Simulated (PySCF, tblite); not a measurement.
# C8H9N: dynamics, then NMR shifts on frames, part 2 of 2

tblite 0.8.0 and PySCF 2.14.0. Atoms count from 0. The steps go on from the part before.

## Step 5: NMR shieldings: 625 fs, PBE0/pcSseg-1

What the job is given:

```
{"job": {"kind": "nmr", "xc": "PBE0", "basis": "pcSseg-1", "pop": false}, "charge": 0, "multiplicity": 1}
N      3.131400     0.810900     2.066300
C      2.714200     0.274000     1.130300
C      2.289900    -0.350400    -0.064200
C      0.727400    -0.444400     0.052200
C      0.198200    -1.168600     1.013800
C     -1.255800    -1.384400     1.225100
C     -2.067200    -0.830600     0.050600
C     -1.455500     0.037700    -0.805200
C     -0.008200     0.373100    -0.927300
H      2.521800     0.403200    -0.848200
H      2.767400    -1.294000    -0.139300
H      0.835700    -1.761500     1.720700
H     -1.669600    -0.826000     2.051700
H     -1.458400    -2.461900     1.514100
H     -3.101600    -0.871700     0.193000
H     -2.050200     0.638400    -1.522300
H      0.063400     1.399100    -0.787600
H      0.256300     0.279400    -2.043400
```

With the program's defaults for keys left out, this is: GIAO PBE0/pcSseg-1 NMR shielding, non-relativistic, gas phase.

What it wrote:

```text
coarse grid: 15336 points
cycle   1  E = -364.3307019645  dE =  1.365e+00  |g| = 5.080e-01  |ddm| = 4.043e+00
cycle   2  E = -364.1864580021  dE =  1.442e-01  |g| = 9.662e-01  |ddm| = 1.306e+00
cycle   3  E = -364.3934525243  dE = -2.070e-01  |g| = 1.708e-01  |ddm| = 8.341e-01
cycle   4  E = -364.4000246931  dE = -6.572e-03  |g| = 4.682e-02  |ddm| = 1.842e-01
cycle   5  E = -364.4005182462  dE = -4.936e-04  |g| = 1.179e-02  |ddm| = 5.848e-02
cycle   6  E = -364.4005499650  dE = -3.172e-05  |g| = 3.060e-03  |ddm| = 1.368e-02
cycle   7  E = -364.4005516721  dE = -1.707e-06  |g| = 1.505e-03  |ddm| = 3.349e-03
final grid: 149008 points
cycle   8  E = -364.4545590095  dE = -3.646e-05  |g| = 7.724e-03  |ddm| = 3.671e-02
cycle   9  E = -364.4545516163  dE =  7.393e-06  |g| = 9.417e-03  |ddm| = 1.741e-02
cycle  10  E = -364.4545742698  dE = -2.265e-05  |g| = 1.841e-03  |ddm| = 1.000e-02
cycle  11  E = -364.4545751458  dE = -8.760e-07  |g| = 3.534e-04  |ddm| = 1.821e-03
cycle  12  E = -364.4545751734  dE = -2.756e-08  |g| = 1.362e-04  |ddm| = 4.603e-04
cycle  13  E = -364.4545751765  dE = -3.124e-09  |g| = 7.107e-05  |ddm| = 1.387e-04
cycle  14  E = -364.4545751775  dE = -1.017e-09  |g| = 1.990e-05  |ddm| = 5.642e-05
cycle  15  E = -364.4545751776  dE = -8.367e-11  |g| = 4.800e-06  |ddm| = 1.568e-05
converged SCF energy = -364.4545751776

GIAO shielding tensors (ppm)
atom      isotropic    diamagn.    paramagn.     s11        s22        s33       span
  0 N      -32.309     338.866    -371.174   -208.222   -172.870    284.166    492.388
  1 C       59.256     258.341    -199.085    -64.557    -51.775    294.101    358.658
  2 C      162.157     246.763     -84.606    143.013    160.652    182.805     39.792
  3 C       55.539     259.804    -204.264    -49.006     62.300    153.324    202.329
  4 C       51.085     253.698    -202.613    -54.242     54.728    152.770    207.012
  5 C      151.211     250.086     -98.874    125.483    156.686    171.466     45.983
  6 C       51.841     254.891    -203.050    -64.308     54.282    165.548    229.856
  7 C       43.625     254.744    -211.119    -68.599     42.380    157.094    225.693
  8 C      151.420     247.642     -96.222    118.236    164.167    171.857     53.620
  9 H       28.730      27.830       0.899     24.556     28.510     33.123      8.566
 10 H       29.293      27.641       1.652     25.852     27.778     34.248      8.396
 11 H       24.772      31.523      -6.751     21.707     23.921     28.687      6.980
 12 H       28.823      30.923      -2.100     25.310     26.949     34.211      8.901
 13 H       27.927      27.962      -0.036     23.687     26.691     33.402      9.715
 14 H       25.709      31.420      -5.711     24.209     25.185     27.734      3.525
 15 H       25.179      29.752      -4.572     22.787     25.529     27.221      4.434
 16 H       29.587      32.775      -3.189     26.326     28.547     33.887      7.561
 17 H       27.467      28.672      -1.204     23.134     26.566     32.702      9.568
```

It took 21 s on 1 thread of Intel Xeon 6975P-C, shared host; peak memory 0.9 GiB.

In short: δ C7 143.3, C4 135.8, C6 135.1, C3 131.4, H11 6.95, H15 6.54 ppm.

## Step 6: Nuclear shieldings: 800 fs, PBE0/pcSseg-1

What the job is given:

```
{"job": {"kind": "nmr", "xc": "PBE0", "basis": "pcSseg-1", "pop": false}, "charge": 0, "multiplicity": 1}
N      3.022400     0.588600     1.833900
C      2.767300     0.320300     0.719400
C      2.229800     0.014600    -0.582500
C      0.759600    -0.465600    -0.268600
C      0.608700    -1.285900     0.722100
C     -0.790600    -1.720200     1.332400
C     -1.854700    -0.825800     0.833900
C     -1.670400     0.089800    -0.108800
C     -0.379400     0.191000    -0.985100
H      2.327100     0.941300    -1.242800
H      2.870100    -0.816500    -1.013100
H      1.436100    -1.735600     1.134500
H     -0.754500    -1.575700     2.425600
H     -0.947700    -2.756700     0.945600
H     -2.871200    -0.883600     1.278300
H     -2.342800     0.873400    -0.276400
H     -0.345600     1.219300    -1.315100
H     -0.571000    -0.557600    -1.865100
```

Method: GIAO PBE0/pcSseg-1 NMR shielding, non-relativistic, gas phase.

What it wrote:

```text
coarse grid: 15336 points
cycle   1  E = -364.3114979035  dE =  1.208e+00  |g| = 5.318e-01  |ddm| = 3.979e+00
cycle   2  E = -364.1255464656  dE =  1.860e-01  |g| = 1.061e+00  |ddm| = 1.383e+00
cycle   3  E = -364.3796136141  dE = -2.541e-01  |g| = 1.864e-01  |ddm| = 9.071e-01
cycle   4  E = -364.3874701850  dE = -7.857e-03  |g| = 4.839e-02  |ddm| = 2.028e-01
cycle   5  E = -364.3879812381  dE = -5.111e-04  |g| = 1.288e-02  |ddm| = 5.849e-02
cycle   6  E = -364.3880160520  dE = -3.481e-05  |g| = 4.910e-03  |ddm| = 1.458e-02
cycle   7  E = -364.3880214584  dE = -5.406e-06  |g| = 1.279e-03  |ddm| = 5.129e-03
final grid: 149008 points
cycle   8  E = -364.4437595515  dE = -3.279e-05  |g| = 7.235e-03  |ddm| = 3.566e-02
cycle   9  E = -364.4437546269  dE =  4.925e-06  |g| = 8.626e-03  |ddm| = 1.667e-02
cycle  10  E = -364.4437731811  dE = -1.855e-05  |g| = 1.531e-03  |ddm| = 9.312e-03
cycle  11  E = -364.4437736848  dE = -5.038e-07  |g| = 4.785e-04  |ddm| = 1.351e-03
cycle  12  E = -364.4437737254  dE = -4.051e-08  |g| = 1.997e-04  |ddm| = 4.582e-04
cycle  13  E = -364.4437737338  dE = -8.405e-09  |g| = 5.498e-05  |ddm| = 1.853e-04
cycle  14  E = -364.4437737344  dE = -6.802e-10  |g| = 1.784e-05  |ddm| = 6.032e-05
converged SCF energy = -364.4437737344

GIAO shielding tensors (ppm)
atom      isotropic    diamagn.    paramagn.     s11        s22        s33       span
  0 N      -48.558     339.262    -387.819   -224.423   -190.040    268.790    493.213
  1 C       52.082     263.819    -211.737    -79.820    -56.955    293.020    372.840
  2 C      154.955     246.053     -91.098    135.021    155.713    174.130     39.109
  3 C       49.883     262.496    -212.613    -55.366     61.943    143.072    198.439
  4 C       54.071     256.444    -202.373    -55.093     58.512    158.794    213.887
  5 C      150.308     250.404    -100.096    138.077    152.583    160.265     22.188
  6 C       51.231     256.811    -205.579    -65.852     60.681    158.865    224.717
  7 C       51.880     257.579    -205.699    -58.473     59.209    154.903    213.376
  8 C      148.734     245.075     -96.341    131.345    146.667    168.191     36.847
  9 H       28.039      27.101       0.937     24.132     27.008     32.977      8.845
 10 H       27.563      25.765       1.798     24.674     25.503     32.512      7.838
 11 H       26.103      36.448     -10.345     22.694     24.968     30.648      7.954
 12 H       28.164      29.674      -1.510     23.812     27.028     33.651      9.839
 13 H       27.908      28.165      -0.257     23.913     25.780     34.033     10.120
 14 H       24.966      29.574      -4.608     22.589     24.901     27.409      4.820
 15 H       26.089      32.954      -6.865     24.276     25.722     28.269      3.994
 16 H       28.803      31.656      -2.853     24.592     28.850     32.969      8.377
 17 H       26.931      28.075      -1.144     23.364     24.316     33.114      9.750
```

It took 20 s on 1 thread of Intel Xeon 6975P-C, shared host; peak memory 0.9 GiB.

This run: δ C3 137.0, C6 135.7, C7 135.0, C1 134.8, H14 6.75, H15 5.63 ppm.

## Step 7: Shielding tensors: 1000 fs, PBE0/pcSseg-1

What the job is given:

```
{"job": {"kind": "nmr", "xc": "PBE0", "basis": "pcSseg-1", "pop": false}, "charge": 0, "multiplicity": 1}
N      3.966300     0.483500     1.298700
C      3.098500     0.451000     0.558300
C      2.010300     0.559400    -0.406100
C      0.679300    -0.184000    -0.035500
C      0.671200    -1.178600     0.830900
C     -0.621800    -1.872900     1.261500
C     -1.789400    -1.711500     0.368000
C     -1.729200    -0.637100    -0.434900
C     -0.638300     0.344000    -0.516500
H      1.857000     1.630300    -0.546100
H      2.312600     0.213600    -1.318400
H      1.482300    -1.803900     1.208600
H     -0.851400    -1.612500     2.344600
H     -0.495200    -2.967500     1.223000
H     -2.502000    -2.481900     0.350400
H     -2.545100    -0.469700    -1.132300
H     -0.951600     1.113400     0.149600
H     -0.581800     0.754400    -1.570400
```

Method: GIAO PBE0/pcSseg-1 NMR shielding, non-relativistic, gas phase.

What it wrote:

```text
coarse grid: 15336 points
cycle   1  E = -364.3298508322  dE =  1.389e+00  |g| = 5.246e-01  |ddm| = 4.054e+00
cycle   2  E = -364.1871480822  dE =  1.427e-01  |g| = 9.697e-01  |ddm| = 1.302e+00
cycle   3  E = -364.3956875806  dE = -2.085e-01  |g| = 1.709e-01  |ddm| = 8.373e-01
cycle   4  E = -364.4022033214  dE = -6.516e-03  |g| = 4.622e-02  |ddm| = 1.769e-01
cycle   5  E = -364.4026726540  dE = -4.693e-04  |g| = 1.208e-02  |ddm| = 5.612e-02
cycle   6  E = -364.4027038812  dE = -3.123e-05  |g| = 4.166e-03  |ddm| = 1.408e-02
cycle   7  E = -364.4027076665  dE = -3.785e-06  |g| = 1.284e-03  |ddm| = 4.279e-03
final grid: 149008 points
cycle   8  E = -364.4574546792  dE = -4.297e-05  |g| = 7.784e-03  |ddm| = 3.653e-02
cycle   9  E = -364.4574500365  dE =  4.643e-06  |g| = 8.973e-03  |ddm| = 1.754e-02
cycle  10  E = -364.4574705703  dE = -2.053e-05  |g| = 1.324e-03  |ddm| = 9.863e-03
cycle  11  E = -364.4574709661  dE = -3.959e-07  |g| = 3.884e-04  |ddm| = 1.434e-03
cycle  12  E = -364.4574710018  dE = -3.566e-08  |g| = 1.114e-04  |ddm| = 4.400e-04
cycle  13  E = -364.4574710044  dE = -2.615e-09  |g| = 5.339e-05  |ddm| = 1.269e-04
cycle  14  E = -364.4574710050  dE = -5.783e-10  |g| = 1.879e-05  |ddm| = 4.975e-05
converged SCF energy = -364.4574710050

GIAO shielding tensors (ppm)
atom      isotropic    diamagn.    paramagn.     s11        s22        s33       span
  0 N      -32.980     339.170    -372.149   -206.093   -197.444    304.598    510.691
  1 C       65.246     258.302    -193.055    -50.977    -44.808    291.524    342.501
  2 C      164.656     244.820     -80.165    141.751    163.397    188.819     47.068
  3 C       54.127     258.587    -204.460    -55.090     69.458    148.013    203.103
  4 C       51.564     251.923    -200.359    -49.897     47.322    157.265    207.162
  5 C      147.346     246.943     -99.597    128.646    148.754    164.639     35.993
  6 C       51.134     258.459    -207.325    -73.397     60.572    166.227    239.624
  7 C       50.136     253.526    -203.390    -66.621     60.182    156.848    223.469
  8 C      153.743     244.888     -91.146    141.809    154.985    164.433     22.624
  9 H       29.156      27.970       1.186     23.723     29.736     34.009     10.286
 10 H       30.599      28.055       2.545     26.121     29.902     35.773      9.652
 11 H       24.878      32.361      -7.483     21.148     24.361     29.127      7.979
 12 H       27.897      27.976      -0.079     23.975     25.906     33.811      9.836
 13 H       28.382      28.996      -0.614     23.241     28.285     33.621     10.379
 14 H       25.541      32.054      -6.512     24.179     24.988     27.456      3.277
 15 H       25.720      29.703      -3.983     23.049     25.839     28.271      5.222
 16 H       28.852      30.639      -1.787     24.726     27.317     34.514      9.788
 17 H       28.232      29.430      -1.198     22.861     28.505     33.332     10.471
```

Run time: 19 s. Hardware: 1 thread of Intel Xeon 6975P-C, shared host; peak memory 0.9 GiB.

This run: δ C7 136.8, C6 135.8, C4 135.4, C3 132.8, H11 6.84, H14 6.18 ppm.

## Step 8: Comparing the runs: NMR shifts

Shifts (ppm) of some atoms, chosen among heavy atoms and hydrogens apart, with basis size and wall time:

```tsv
frame	C3	C6	C4	C1	H10	H17	N0	functions	time
250 fs	140.0	139.5	134.4	125.3	2.90	1.72	304.5	198	20 s
425 fs	147.8	156.4	154.4	124.0	4.36	2.52	302.2	198	20 s
625 fs	131.4	135.1	135.8	127.7	2.42	4.25	300.0	198	21 s
800 fs	137.0	135.7	132.9	134.8	4.15	4.79	316.3	198	20 s
1000 fs	132.8	135.8	135.4	121.7	1.12	3.48	300.7	198	19 s
```

## Step 9: What came out

The summary covers parts 1 to 2.

| quantity | value |
| --- | --- |
| thermostat | 400 K |
| mean temperature, second half | 426 K |
| mean potential energy above the minimum | 0.96 eV |
| ¹³C shifts against TMS (PBE0/pcSseg-1, 250 fs) | 140.0, 139.5, 139.5, 134.4, 125.3, 33.5, 33.1, 26.3 ppm |
| ¹H shifts against TMS (PBE0/pcSseg-1, 250 fs) | 6.85, 6.74, 6.20, 3.65, 3.49, 3.21, 2.90, 2.49, 1.72 ppm |
| ¹⁵N shifts against NH3 (PBE0/pcSseg-1, 250 fs) | 304.5 ppm |
| range of the shift of C4 | 132.9 to 154.4 ppm |

**Reading.** In the second half the potential energy averages 0.96 eV above the minimum; equipartition over 48 harmonic modes at 400 K would give 0.83 eV. With 18 atoms the temperature swings widely (234 to 602 K). Shifts at one fixed geometry are not the observed spectrum, which averages over the motion. In the first frame run (250 fs): Shielding is most anisotropic at N0 (span 497 ppm, paramagnetic term -376 ppm). Across the 5 runs the shift of C4 moves most, between 132.9 (800 fs) and 154.4 ppm (425 fs).
